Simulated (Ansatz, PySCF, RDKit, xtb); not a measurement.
**Isomers of Si3NH8F, a sample narrowed down**

Which of a sample of isomers of Si3NH8F is the most stable in the gas at 298.15 K, and what are its properties? The sample is small against all isomers, and the most stable one of this formula need not be in it.

The funnel: GFN2-xTB relaxations, single points with a density functional, relaxations at PBE-D3(BJ)/def2-SVP, harmonic vibrations (at GFN2-xTB), and a last energy at a higher level. All values are calculated.

## 1. Drawing up candidates

Isomers were taken from a list of plausible structures; this is a sample, not all of them. That gives 4 candidates.

```
label                   SMILES     spin
 c074   N[Si](F)([SiH3])[SiH3]  singlet
 c749     N[SiH2][SiH2][SiH2]F  singlet
 c889   F[SiH2]N([SiH3])[SiH3]  singlet
 c941  F[Si@@H]([SiH3])N[SiH3]  singlet
```

Candidates are built by distance geometry, with a force field where one applies, in up to four conformers (letters a to d).

**Question.** With final energies at CCSD(T)/def2-SVP + MP2/def2-TZVPP - MP2/def2-SVP, which structure will this search put lowest in free energy, and by what margin?

| quantity | value |
| --- | --- |
| lowest structure found | F[SiH2]N([SiH3])[SiH3], singlet |
| next finalist | F[Si@@H]([SiH3])N[SiH3], singlet, 15.5 kcal/mol higher in G |
| share at equilibrium, among the finalists | 100.0 % |
| dipole moment (PBE0/def2-SVPD) | 1.62 D |
| HOMO energy (PBE0/def2-SVPD) | -8.11 eV |
| LUMO energy (PBE0/def2-SVPD) | -0.43 eV |
| HOMO–LUMO gap (PBE0/def2-SVPD) | 7.67 eV |
| lowest excitation (TD-PBE0/def2-SVPD) | 6.31 eV (f = 0.004) |
| strongest of the states computed, same level | 7.50 eV (f = 0.046) |
| lowest triplet excitation, same level, Tamm-Dancoff | 5.95 eV |
| vertical ionisation energy | 9.87 eV |
| vertical electron affinity | -0.96 eV (unbound: the value depends on the basis) |
| vertical triplet less singlet | +5.91 eV |

The search ends on `F[SiH2]N([SiH3])[SiH3]`. The margin of 15.5 kcal/mol over the next finalist is beyond the usual error of the last level; it says nothing of structures that weren't ranked. GFN2-xTB, HF/STO-3G, r2SCAN-D4/def2-SVP, PBE-D3(BJ)/def2-SVP, HF/def2-SVP and MP2/def2-SVP already put its bonding pattern lowest among the structures in one piece. One minimum inside the window was never screened. The search is not exhaustive (a finite list of starts, one conformer a finalist), so a lower isomer can't be ruled out. Only 4 drawn patterns were tried, so whole families of isomers are missing, and the result ranks this sample alone. The lowest isomer need not be the one that is made and kept in a bottle, which depends on barriers.
